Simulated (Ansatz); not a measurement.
# C3H9GaGe: ionisation energy by level of theory

How much energy removes an electron from C3H9GaGe at fixed geometry? The cation is run at each level and the neutral's energy taken from earlier runs.

Program: Ansatz 0.2.0, Gaussian basis. Level of theory: unrestricted cation, the program's frozen cores in correlated methods. These are calculated values, not measurements.

The runs, in order: UKS PBE-D4/def2-TZVPP; UKS r2SCAN-D4/def2-TZVPP; UKS PBE0-D4/def2-TZVPP; UKS B3LYP-D4/def2-TZVPP; UKS wB97X-V/def2-TZVPP; UKS wB97M-V/def2-TZVPP; UKS B2PLYP/def2-TZVPP; UHF-CCSD(T)/def2-TZVPP; UHF-MP2/def2-QZVPP; extrapolation to the limit; then −ε(HOMO) from the neutral's earlier runs with LDA (SPW92), PBE-D4, revPBE-D4, BLYP-D4, r2SCAN-D4, B97M-V, PBE0-D4, B3LYP-D4, r2SCANh-D4, r2SCAN0-D4, HSE06-D4, BHLYP-D4, CAM-B3LYP-D4, LC-ωPBE, ωB97X-V, ωB97M-V.

### 1 Structure used throughout

An earlier PBE0-D4 in a triple-zeta def2 set relaxation fixed the geometry.

SMILES `[GaH2][CH]1C[CH2][GeH2]1`, 14 atoms, charge 0, spin multiplicity 1.

Atoms are counted from 1 here; the program's logs count them from 0.

Bond lengths: Ga1–C2 1.953 Å, Ga1–H6 1.572 Å, Ga1–H7 1.575 Å, C2–C3 1.554 Å, C2–Ge5 1.995 Å, C2–H8 1.091 Å, C3–C4 1.545 Å, C3–H9 1.095 Å, C3–H10 1.094 Å, C4–Ge5 1.969 Å, C4–H11 1.092 Å, C4–H12 1.089 Å, Ge5–H13 1.541 Å, Ge5–H14 1.546 Å. Angles: C2–Ga1–H6 120.0°, C2–Ga1–H7 119.6°, H6–Ga1–H7 120.3°, Ga1–C2–C3 118.5°, Ga1–C2–Ge5 108.4°, Ga1–C2–H8 110.5°, C3–C2–Ge5 87.4°, C3–C2–H8 115.6°, Ge5–C2–H8 114.4°, C2–C3–C4 102.9°, C2–C3–H9 114.7°, C2–C3–H10 109.6°, C4–C3–H9 113.4°, C4–C3–H10 109.5°, H9–C3–H10 106.7°, C3–C4–Ge5 88.5°, C3–C4–H11 111.9°, C3–C4–H12 116.2° and more.

### 2 Cation, UKS PBE-D4/def2-TZVPP

Contents of in.yaml:

```yaml
crystal:
  periodic: [false, false, false]
  atoms:
    - {symbol: Ga, position_ang: [-1.573250, 0.163810, 1.536935]}
    - {symbol: C, position_ang: [0.182456, 0.528016, 0.763371]}
    - {symbol: C, position_ang: [1.056095, -0.673770, 0.309030]}
    - {symbol: C, position_ang: [0.617425, -0.884865, -1.157615]}
    - {symbol: Ge, position_ang: [-0.057209, 0.965291, -1.167968]}
    - {symbol: H, position_ang: [-2.355386, 1.305220, 2.282124]}
    - {symbol: H, position_ang: [-2.230987, -1.254215, 1.341315]}
    - {symbol: H, position_ang: [0.701333, 1.296276, 1.338643]}
    - {symbol: H, position_ang: [0.954611, -1.572498, 0.926457]}
    - {symbol: H, position_ang: [2.112989, -0.391193, 0.336889]}
    - {symbol: H, position_ang: [-0.221947, -1.579273, -1.235399]}
    - {symbol: H, position_ang: [1.396155, -1.194786, -1.852301]}
    - {symbol: H, position_ang: [0.894879, 2.050808, -1.707444]}
    - {symbol: H, position_ang: [-1.477173, 1.241159, -1.714058]}
basis:
  gaussian: {orbitals: def2-TZVPP}
total_charge: 1
magnetization: {spin_polarized: true, initial_magnetization: 1}
hamiltonian: {xc: pbe, dispersion: d4}
```

Command:

```console
$ ansatz run in.yaml --threads 2 --pin off --events-out ev --progress --plain --max-ram 22528MiB --backend cuda --devices 0, --max-vram 18GiB
```

After this run come: Cation, UKS r2SCAN-D4/def2-TZVPP; Cation, UKS PBE0-D4/def2-TZVPP; Cation, UKS B3LYP-D4/def2-TZVPP; Cation, UKS wB97X-V/def2-TZVPP; Cation, UKS wB97M-V/def2-TZVPP; Cation, UKS B2PLYP (frozen core)/def2-TZVPP; Cation, UHF-CCSD(T)/def2-TZVPP; Cation, UHF-MP2/def2-QZVPP.

Q: Predict the results of all the runs planned. Wanted: ionisation energy, CCSD(T)/CBS; nearest functional by difference; nearest −ε(HOMO); −ε(HOMO) of PBE; T1 of the cation.

As calculated:

| quantity | value |
| --- | --- |
| ionisation energy, CCSD(T)/CBS | 9.31 eV |
| nearest functional by difference | ωB97M-V (-0.19 eV) |
| nearest −ε(HOMO) | ωB97M-V (+0.04 eV) |
| −ε(HOMO) of PBE | 6.11 eV |
| T1 of the cation | 0.018 |

By cation minus neutral, the functionals miss by 0.48 eV at most. −ε(HOMO) of PBE misses by 3.2 eV, since self-interaction lifts the level. Among orbital estimates ωB97M-V comes nearest. Hartree-Fock falls 1.17 eV short, as the neutral has more correlation energy than the cation. Correlated methods include outer-core shells of Ga, Ge, which these sets cover unevenly. With outer-core shells in play the reference is unsure by up to some tenths of an eV, so close misses can't be ranked.
